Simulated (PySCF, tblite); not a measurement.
# C₇H₁₀Cl radical: geometry, infrared bands and EPR parameters

What infrared bands and EPR parameters should C₇H₁₀Cl radical (`Cl[C]1CC12CCCC2`) show?

Programs: tblite 0.8.0 and PySCF 2.14.0, with density-fitted response routines of our own. Each step states its level of theory. These are calculated values for one molecule in the gas phase, unless marked as measured. Atoms count from 0, in the outputs and in this text.

## Step 1: The starting structure

18 atoms, charge 0, multiplicity 2; geometry from: force field or distance geometry start.

Bonds of the start (Å): Cl0–C1 1.79, C1–C2 1.51, C2–C3 1.50, C3–C4 1.47, C4–C5 1.51, C5–C6 1.50, C6–C7 1.52, C3–C1 1.49, C7–C3 1.50, C2–H8 1.11, C2–H9 1.09, C4–H10 1.12, C4–H11 1.12, C5–H12 1.12, C5–H13 1.10, C6–H14 1.11, C6–H15 1.12, C7–H16 1.10, C7–H17 1.12.

## Step 2: Relaxing the molecule with GFN2-xTB

Job settings and geometry (Å):

```
{"job": {"kind": "relax", "xc": "GFN2-xTB", "basis": "xTB"}, "charge": 0, "multiplicity": 2}
Cl     2.022200     1.524400     2.016100
C      1.726100     1.279100     0.264600
C      2.037200    -0.065100    -0.339900
C      0.622900     0.318700    -0.030600
C     -0.370500     0.775300    -1.009800
C     -1.657400     0.052500    -0.710800
C     -1.292800    -0.964400     0.329700
C     -0.034600    -0.493800     1.041200
H      2.494600    -0.768100     0.392700
H      2.351600    -0.161100    -1.378400
H     -0.059600     0.643800    -2.078000
H     -0.550300     1.865200    -0.839400
H     -2.345600     0.785200    -0.208500
H     -2.125300    -0.399800    -1.599100
H     -0.997300    -1.881900    -0.224500
H     -2.109400    -1.160600     1.067200
H     -0.245200     0.071700     1.957200
H      0.524800    -1.414700     1.338700
```

Command:

```console
$ OMP_NUM_THREADS=1 python probes_run.py task.json out
```

This one command runs all jobs of the session in turn.

**Question.** This job is followed by: GFN2-xTB harmonic vibrations, gas phase; UKS B3LYP, pcH-1 on C Cl H, non-relativistic, mean-field spin-orbit, GIAO. What will the session give for the following? strongest single infrared mode (GFN2-xTB); zero-point energy (GFN2-xTB); g(iso) (B3LYP); ⟨S²⟩; largest a(iso) (averaged by class); potential on the surface of density 0.002 e/bohr³, 1st and 99th percentile.

**Answer**, as computed:

| quantity | value |
| --- | --- |
| strongest single infrared mode (GFN2-xTB) | 2998 cm⁻¹, 91 km/mol |
| zero-point energy (GFN2-xTB) | 94.2 kcal/mol |
| g(iso) (B3LYP) | 2.00627 |
| ⟨S²⟩ | 0.753 (exact 0.75) |
| largest a(iso) (averaged by class) | 13C on C1, 389.0 MHz |
| potential on the surface of density 0.002 e/bohr³, 1st and 99th percentile | -0.63 V and 0.78 V |

**Reading.** The optimisation took 97 steps and gained 0.781 eV; among the close pairs (by a distance rule), Cl0–C1 changed most, from 1.793 to 1.697 Å. No mode is imaginary among the 48: a minimum at this level. The strongest single mode, at 2998 cm⁻¹, moves mainly H12 and H14. Unscaled tight-binding wavenumbers are off by several per cent, some by more. Its intensities can rank the bands wrongly. Most of the unpaired spin sits on C1 (0.81 e). The isotropic g lies 3.9 ppt above the free-electron value. These values are for one conformer; the search (at its own cheap level) found 2 more, at 0.00, 0.11 kcal/mol (those within 0.05 may be mirror or relabelled copies), and measured spectra average over such forms.
